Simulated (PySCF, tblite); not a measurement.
# C₃BF₅: geometry, infrared bands and NMR shifts

Wanted: the infrared bands and NMR shifts of C₃BF₅ (`FB(F)C#CC(F)(F)F`), by calculation.

Computed with tblite 0.8.0 and PySCF 2.14.0, with density-fitted response routines of our own, on a single molecule in the gas phase. Atoms are numbered from 0 throughout.

### 1 The starting structure

9 atoms, charge 0, multiplicity 1; geometry from: force field or distance geometry start.

Bonds of the start (Å): F0–B1 1.46, B1–F2 1.47, B1–C3 1.55, C3–C4 1.21, C4–C5 1.47, C5–F6 1.36, C5–F7 1.37, C5–F8 1.38.

### 2 Relaxing the molecule with GFN2-xTB

What the job is given:

```
{"job": {"kind": "relax", "xc": "GFN2-xTB", "basis": "xTB"}, "charge": 0, "multiplicity": 1}
F      2.603600     1.961100     0.035700
B      2.271000     0.568300    -0.246400
F      3.212200    -0.454300     0.246100
C      0.778300     0.175800    -0.391300
C     -0.387800    -0.129700    -0.478800
C     -1.816600    -0.468200    -0.602600
F     -2.456500     0.102100     0.459400
F     -1.901600    -1.832700    -0.641200
F     -2.288900     0.083500    -1.774900
```

On the command line:

```
$ OMP_NUM_THREADS=1 python probes_run.py task.json out
```

One launch serves the whole session: the jobs run in the order shown.

**Question.** This job is followed by: GFN2-xTB harmonic vibrations, gas phase; GIAO PBE0/pcSseg-1 NMR shielding, non-relativistic, gas phase. Predict these results of the whole session: strongest single infrared mode (GFN2-xTB); zero-point energy (GFN2-xTB); ¹³C shifts against TMS (PBE0/pcSseg-1); ¹⁹F shifts against CFCl3 (PBE0/pcSseg-1, means over atoms taken as alike); ¹¹B shifts against BF3·OEt2 (PBE0/pcSseg-1).

The runs gave:

| quantity | value |
| --- | --- |
| strongest single infrared mode (GFN2-xTB) | 1286 cm⁻¹, 632 km/mol |
| zero-point energy (GFN2-xTB) | 19.9 kcal/mol |
| ¹³C shifts against TMS (PBE0/pcSseg-1) | 122.3, 95.6, 87.0 ppm |
| ¹⁹F shifts against CFCl3 (PBE0/pcSseg-1, means over atoms taken as alike) | -63.5, -66.4 ppm |
| ¹¹B shifts against BF3·OEt2 (PBE0/pcSseg-1) | 15.5 ppm |

In words: Over 31 steps the energy fell by 1.176 eV; of the close pairs, B1–F2 changed most, 1.474 to 1.307 Å. All 21 modes are real, so the xTB geometry is a minimum. The strongest single mode, at 1286 cm⁻¹, moves mainly B1. Unscaled tight-binding wavenumbers are off by several per cent, some by more. Its intensities can rank the bands wrongly. At PBE0/pcSseg-1: The largest span, 318 ppm, is at F0, F2, where the paramagnetic term is -229 ppm.
